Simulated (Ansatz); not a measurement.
# CH₂BrNSi: up Jacob's ladder to CCSD(T)

The task here is to estimate one member of a computed series from the others.

Program: Ansatz 0.2.0, Gaussian basis. Level of theory: functionals in def2-TZVPP, the program's frozen cores in correlated methods. These are calculated values, not measurements.

Levels to be run: LDA (SPW92), PBE-D4, revPBE-D4, BLYP-D4, r2SCAN-D4, B97M-V, PBE0-D4, B3LYP-D4, r2SCANh-D4, r2SCAN0-D4, HSE06-D4, BHLYP-D4, CAM-B3LYP-D4, LC-ωPBE, ωB97X-V, ωB97M-V, B2PLYP, PBE-QIDH; CCSD(T)/def2-SVP; CCSD(T)/def2-TZVPP; MP2/def2-QZVPP; extrapolation to the limit; RPA on PBE.

## The geometry

All runs share one geometry, relaxed beforehand with PBE0-D4 in a triple-zeta def2 set.

SMILES `BrC1=N[SiH2]1`, 6 atoms, charge 0, spin multiplicity 1.

Atoms are counted from 1 here; the program's logs count them from 0.

Bond lengths: Br1–C2 1.881 Å, C2–N3 1.262 Å, C2–Si4 1.776 Å, N3–Si4 1.804 Å, Si4–H5 1.475 Å, Si4–H6 1.475 Å. Angles: Br1–C2–N3 129.8°, Br1–C2–Si4 159.7°, N3–C2–Si4 70.6°, C2–N3–Si4 68.2°, C2–Si4–N3 41.3°, C2–Si4–H5 121.7°, C2–Si4–H6 121.7°, N3–Si4–H5 118.1°, N3–Si4–H6 118.1°, H5–Si4–H6 115.0°.

The first run:

File in.yaml:

```yaml
crystal:
  periodic: [false, false, false]
  atoms:
    - {symbol: Br, position_ang: [-0.130147, -2.749697, 0.392220]}
    - {symbol: C, position_ang: [-0.204662, -0.908195, 0.018505]}
    - {symbol: N, position_ang: [-1.060729, -0.251367, -0.635811]}
    - {symbol: Si, position_ang: [0.253396, 0.807232, 0.001950]}
    - {symbol: H, position_ang: [1.246487, 1.334125, -0.952885]}
    - {symbol: H, position_ang: [-0.062246, 1.703802, 1.129821]}
basis:
  gaussian: {orbitals: def2-TZVPP}
hamiltonian: {xc: lda}
output: {orbitals: {seedname: orbitals}}
```

Command:

```console
> ansatz run in.yaml --threads 2 --pin off --events-out ev --progress --plain --max-ram 4352MiB
```

Among the steps run: LDA; PBE-D4 (GGA); revPBE-D4 (GGA); BLYP-D4 (GGA); r2SCAN-D4 (meta-GGA); B97M-V (meta-GGA); PBE0-D4 (hybrid); B3LYP-D4 (hybrid); r2SCANh-D4 (hybrid); r2SCAN0-D4 (hybrid); HSE06-D4 (hybrid); BHLYP-D4 (hybrid); CAM-B3LYP-D4 (range-separated); LC-ωPBE (range-separated); ωB97X-V (range-separated); ωB97M-V (range-separated); B2PLYP (double hybrid); PBE-QIDH (double hybrid).

One of the session's tables, all rows but one given; the rest of the session is left out.

It belongs to the step «Orbital energies across the functionals». 

| functional | HOMO (eV) | LUMO (eV) | gap (eV) |
| --- | --- | --- | --- |
| LDA (SPW92) | -6.24 | -2.50 | 3.74 |
| PBE-D4 | ? | ? | ? |
| revPBE-D4 | -6.01 | -2.22 | 3.79 |
| BLYP-D4 | -5.92 | -2.17 | 3.75 |
| r2SCAN-D4 | -6.30 | -2.12 | 4.18 |
| B97M-V | -6.34 | -2.11 | 4.23 |
| PBE0-D4 | -7.22 | -1.47 | 5.75 |
| B3LYP-D4 | -7.01 | -1.68 | 5.33 |
| r2SCANh-D4 | -6.73 | -1.81 | 4.91 |
| r2SCAN0-D4 | -7.38 | -1.36 | 6.02 |
| HSE06-D4 | -6.83 | -1.84 | 4.99 |
| BHLYP-D4 | -8.26 | -0.57 | 7.69 |
| CAM-B3LYP-D4 | -8.48 | -0.44 | 8.04 |
| LC-ωPBE | -9.76 | 0.69 | 10.45 |
| ωB97X-V | -9.43 | 0.58 | 10.01 |
| ωB97M-V | -9.32 | 0.37 | 9.69 |

Q: Estimate the row for PBE-D4 from the others.

**Answer.** HOMO (eV): -6.07; LUMO (eV): -2.30; gap (eV): 3.77. In the column «HOMO (eV)» it lies between LDA (SPW92) (-6.24) and revPBE-D4 (-6.01).
